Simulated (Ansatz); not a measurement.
**Ge4H10: small, medium and large basis sets**

The task here is to estimate one member of a computed series from the others.

Program: Ansatz 0.2.0, Gaussian basis. Level of theory: one geometry, several basis sets. These are calculated values, not measurements.

Plan: PBE0-D4/def2-SVP; ωB97M-V/def2-SVP; PBE0-D4/def2-QZVPP; ωB97M-V/def2-QZVPP; the functionals' def2-TZVPP values are taken from earlier runs.

### Structure used throughout

All runs share one geometry, relaxed beforehand with PBE0-D4 in a triple-zeta def2 set.

SMILES `[GeH3][GeH2][GeH2][GeH3]`, 14 atoms, charge 0, spin multiplicity 1.

Atoms are counted from 1 here; the program's logs count them from 0.

Bond lengths: Ge1–Ge2 2.423 Å, Ge1–H5 1.538 Å, Ge1–H6 1.538 Å, Ge1–H7 1.537 Å, Ge2–Ge3 2.425 Å, Ge2–H8 1.540 Å, Ge2–H9 1.540 Å, Ge3–Ge4 2.423 Å, Ge3–H10 1.540 Å, Ge3–H11 1.540 Å, Ge4–H12 1.538 Å, Ge4–H13 1.538 Å, Ge4–H14 1.537 Å. Angles: Ge2–Ge1–H5 109.6°, Ge2–Ge1–H6 110.0°, Ge2–Ge1–H7 111.3°, H5–Ge1–H6 108.4°, H5–Ge1–H7 108.7°, H6–Ge1–H7 108.8°, Ge1–Ge2–Ge3 109.8°, Ge1–Ge2–H8 110.1°, Ge1–Ge2–H9 109.2°, Ge3–Ge2–H8 110.5°, Ge3–Ge2–H9 109.2°, H8–Ge2–H9 108.0°, Ge2–Ge3–Ge4 109.8°, Ge2–Ge3–H10 110.5°, Ge2–Ge3–H11 109.2°, Ge4–Ge3–H10 110.2°, Ge4–Ge3–H11 109.2°, H10–Ge3–H11 108.0° and more.

Set-up of the first run:

Input file in.yaml:

```yaml
crystal:
  periodic: [false, false, false]
  atoms:
    - {symbol: Ge, position_ang: [-1.610878, 1.757493, -0.384689]}
    - {symbol: Ge, position_ang: [-0.672638, 0.514263, 1.471374]}
    - {symbol: Ge, position_ang: [1.404672, -0.535290, 0.789246]}
    - {symbol: Ge, position_ang: [1.070247, -1.741914, -1.285171]}
    - {symbol: H, position_ang: [-1.954536, 0.791629, -1.530967]}
    - {symbol: H, position_ang: [-0.587204, 2.781581, -0.902146]}
    - {symbol: H, position_ang: [-2.888980, 2.503281, 0.032304]}
    - {symbol: H, position_ang: [-0.435688, 1.450365, 2.671200]}
    - {symbol: H, position_ang: [-1.670050, -0.575516, 1.907394]}
    - {symbol: H, position_ang: [1.910313, -1.492793, 1.884480]}
    - {symbol: H, position_ang: [2.474545, 0.552195, 0.576395]}
    - {symbol: H, position_ang: [-0.071014, -2.759548, -1.122791]}
    - {symbol: H, position_ang: [0.686459, -0.754444, -2.399846]}
    - {symbol: H, position_ang: [2.344732, -2.491291, -1.706772]}
basis:
  gaussian: {orbitals: def2-SVP}
hamiltonian: {xc: pbe0, dispersion: d4}
output: {orbitals: {seedname: orbitals}}
```

Steps of the session up to this table: PBE0-D4 in def2-SVP; ωB97M-V in def2-SVP; PBE0-D4 in def2-QZVPP; ωB97M-V in def2-QZVPP.

One table of the session follows, with a row left open; its other results are not shown here.

It belongs to the step «Functionals by basis». 

| functional | basis | HOMO (eV) | LUMO (eV) |
| --- | --- | --- | --- |
| PBE0-D4 | def2-SVP | -7.71 | 0.04 |
| PBE0-D4 | def2-TZVPP | -7.70 | -0.13 |
| PBE0-D4 | def2-QZVPP | ? | ? |
| ωB97M-V | def2-SVP | -9.61 | 1.84 |
| ωB97M-V | def2-TZVPP | -9.63 | 1.56 |
| ωB97M-V | def2-QZVPP | -9.62 | 1.16 |

Estimate the missing values for PBE0-D4, def2-QZVPP.

As computed: HOMO (eV): -7.69; LUMO (eV): -0.29. In the column «HOMO (eV)» it is the highest.
